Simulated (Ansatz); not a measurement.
**H₆OSSi₂: a ladder of functionals and wavefunction methods**

Aim: compute H₆OSSi₂ with functionals from several rungs and with coupled cluster. The yardstick is the atomisation energy at the CCSD(T) limit.

Program: Ansatz 0.2.0, Gaussian basis. Level of theory: functionals in def2-TZVPP, the program's frozen cores in correlated methods. These are calculated values, not measurements.

Plan: LDA (SPW92), PBE-D4, revPBE-D4, BLYP-D4, r2SCAN-D4, B97M-V, PBE0-D4, B3LYP-D4, r2SCANh-D4, r2SCAN0-D4, HSE06-D4, BHLYP-D4, CAM-B3LYP-D4, LC-ωPBE, ωB97X-V, ωB97M-V, B2PLYP, PBE-QIDH; CCSD(T)/def2-SVP; CCSD(T)/def2-TZVPP; MP2/def2-QZVPP; extrapolation to the limit; RPA on PBE.

### Step 1. The geometry

The geometry comes from an earlier relaxation with PBE0-D4 in a triple-zeta def2 set; it is a stationary point, not always the lowest conformer.

10 atoms, charge 0, spin multiplicity 1.

Atoms are counted from 1 here; the program's logs count them from 0.

Bond lengths: O1–Si2 1.650 Å, O1–H5 0.962 Å, Si2–Si3 2.345 Å, Si2–H6 1.484 Å, Si2–H7 1.492 Å, Si3–S4 2.160 Å, Si3–H8 1.486 Å, Si3–H9 1.488 Å, S4–H10 1.345 Å. Angles: Si2–O1–H5 114.8°, O1–Si2–Si3 106.5°, O1–Si2–H6 107.5°, O1–Si2–H7 111.8°, Si3–Si2–H6 114.3°, Si3–Si2–H7 108.3°, H6–Si2–H7 108.4°, Si2–Si3–S4 104.3°, Si2–Si3–H8 112.9°, Si2–Si3–H9 115.3°, S4–Si3–H8 103.3°, S4–Si3–H9 111.2°, H8–Si3–H9 109.1°, Si3–S4–H10 94.9°.

### Step 2. LDA

This LDA is Slater exchange with PW92 correlation.

Contents of in.yaml:

```yaml
crystal:
  periodic: [false, false, false]
  atoms:
    - {symbol: O, position_ang: [-1.755969, 0.671687, -0.830019]}
    - {symbol: Si, position_ang: [-0.893922, 0.764436, 0.574115]}
    - {symbol: Si, position_ang: [0.723540, -0.930175, 0.476184]}
    - {symbol: S, position_ang: [1.410046, -0.896398, -1.571922]}
    - {symbol: H, position_ang: [-1.258027, 0.354912, -1.589658]}
    - {symbol: H, position_ang: [-1.853881, 0.629170, 1.697850]}
    - {symbol: H, position_ang: [-0.192728, 2.075076, 0.708141]}
    - {symbol: H, position_ang: [0.143595, -2.290648, 0.618871]}
    - {symbol: H, position_ang: [1.858576, -0.782540, 1.426632]}
    - {symbol: H, position_ang: [1.901970, 0.353279, -1.507195]}
basis:
  gaussian: {orbitals: def2-TZVPP}
hamiltonian: {xc: lda}
output: {orbitals: {seedname: orbitals}}
```

Run with:

```console
$ ansatz run in.yaml --threads 2 --pin off --events-out ev --progress --plain --max-ram 4352MiB
```

Further steps of the session: PBE-D4 (GGA); revPBE-D4 (GGA); BLYP-D4 (GGA); r2SCAN-D4 (meta-GGA); B97M-V (meta-GGA); PBE0-D4 (hybrid); B3LYP-D4 (hybrid); r2SCANh-D4 (hybrid); r2SCAN0-D4 (hybrid); HSE06-D4 (hybrid); BHLYP-D4 (hybrid); CAM-B3LYP-D4 (range-separated); LC-ωPBE (range-separated); ωB97X-V (range-separated); ωB97M-V (range-separated); B2PLYP (double hybrid); PBE-QIDH (double hybrid); CCSD(T) in def2-SVP; CCSD(T) in def2-TZVPP; MP2 in def2-QZVPP; RPA on PBE orbitals.

**Question.** What will the summary of the whole plan be? Wanted: atomisation energy, CCSD(T)/CBS; farthest beyond LDA; mean size of error, GGA; mean size of error, meta-GGA; mean size of error, hybrid; mean size of error, range-separated; mean size of error, double hybrid; gap, smallest and largest; T1 diagnostic.

The runs gave:

```
                               quantity                                              value
        atomisation energy, CCSD(T)/CBS                                      3167.8 kJ/mol
 functionals within 15.8 kJ/mol (0.5 %)  r2SCAN-D4, B97M-V, CAM-B3LYP-D4, ωB97X-V, ωB97M-V
                    farthest beyond LDA                            BHLYP-D4 (-89.3 kJ/mol)
                mean size of error, GGA                                        47.0 kJ/mol
           mean size of error, meta-GGA                                         9.0 kJ/mol
             mean size of error, hybrid                                        49.2 kJ/mol
    mean size of error, range-separated                                        24.4 kJ/mol
      mean size of error, double hybrid                                        64.4 kJ/mol
              gap, smallest and largest          4.54 eV (LDA (SPW92)), 11.40 eV (LC-ωPBE)
                          T1 diagnostic                                             0.0122
triples share of the correlation energy                                              3.7 %
```

In words: LDA overbinds by 379.8 kJ/mol (12 %). PBE-D4 misses by -17.4 kJ/mol. Double hybrids carry the basis error of their MP2 part in triple zeta, and no dispersion term here, so their miss is partly the set-up's. By mean error the best rung here is meta-GGA (9.0 kJ/mol) and the worst beyond LDA is double hybrid (64.4 kJ/mol). Misses under about 15.8 kJ/mol are within the doubt on the reference itself, which lacks core-valence correlation, relativity and higher excitations. Hartree-Fock recovers 73 % of the binding; the rest is correlation. CCSD(T) in def2-SVP is off by -277.9 kJ/mol, so the small basis spoils what the method gains. The gap grows from 4.5 to 11.4 eV across the functionals, mostly with the share of exact exchange.
